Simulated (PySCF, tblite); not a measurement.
# C₅H₄F₂O: geometry, infrared bands and NMR shifts

What infrared bands and NMR shifts should C₅H₄F₂O (`C=C/C(=C\F)C(=O)F`) show?

Computed with tblite 0.8.0 and PySCF 2.14.0, with density-fitted response routines of our own, on a single molecule in the gas phase. Atoms count from 0, in the outputs and in this text.

## 1. The starting structure

12 atoms, charge 0, multiplicity 1; geometry from: force field or distance geometry start.

Bonds of the start (Å): C0–C1 1.33, C1–C2 1.45, C2–C3 1.34, C3–F4 1.35, C2–C5 1.45, C5–O6 1.25, C5–F7 1.36, C0–H8 1.08, C0–H9 1.08, C1–H10 1.08, C3–H11 1.10.

## 2. Relaxing the molecule with GFN2-xTB

Job settings and geometry (Å):

```
{"job": {"kind": "relax", "xc": "GFN2-xTB", "basis": "xTB"}, "charge": 0, "multiplicity": 1}
C      1.482500    -0.810500    -1.036000
C      0.783600     0.255500    -0.659000
C     -0.345100     0.225800     0.244600
C     -0.922700     1.403500     0.512100
F     -0.462700     2.573500     0.007400
C     -0.932600    -0.950200     0.847000
O     -0.516700    -2.116900     0.689400
F     -2.002400    -0.790200     1.672000
H      1.274400    -1.824800    -0.734900
H      2.315600    -0.660300    -1.708100
H      1.115200     1.205200    -1.039200
H     -1.787900     1.488800     1.178700
```

Run with:

```console
> OMP_NUM_THREADS=1 python probes_run.py task.json out
```

This one command runs all jobs of the session in turn.

**Question.** This job is followed by: GFN2-xTB harmonic vibrations, gas phase; GIAO PBE0/pcSseg-1 NMR shielding, non-relativistic, gas phase. Predict these results of the whole session: strongest single infrared mode (GFN2-xTB); zero-point energy (GFN2-xTB); ¹³C shifts against TMS (PBE0/pcSseg-1); ¹H shifts against TMS (PBE0/pcSseg-1); ¹⁹F shifts against CFCl3 (PBE0/pcSseg-1); ¹⁷O shifts against H2O (PBE0/pcSseg-1).

As calculated:

| quantity | value |
| --- | --- |
| strongest single infrared mode (GFN2-xTB) | 1844 cm⁻¹, 372 km/mol |
| zero-point energy (GFN2-xTB) | 48.4 kcal/mol |
| ¹³C shifts against TMS (PBE0/pcSseg-1) | 175.6, 161.9, 130.5, 128.8, 117.6 ppm |
| ¹H shifts against TMS (PBE0/pcSseg-1) | 8.02, 7.11, 6.88, 5.99 ppm |
| ¹⁹F shifts against CFCl3 (PBE0/pcSseg-1) | 26.9, -91.3 ppm |
| ¹⁷O shifts against H2O (PBE0/pcSseg-1) | 448.6 ppm |

What this shows: Relaxing lowered the energy by 0.315 eV in 26 steps; the close pair that moved most is C5–O6, from 1.249 to 1.181 Å. All 30 modes are real, so the xTB geometry is a minimum. The strongest single mode, at 1844 cm⁻¹, moves mainly C5 and O6. GFN2-xTB is a fitted tight-binding method: band positions and strengths are rough. Its intensities can rank the bands wrongly. At PBE0/pcSseg-1: The largest span, 621 ppm, is at O6, where the paramagnetic term is -515 ppm.
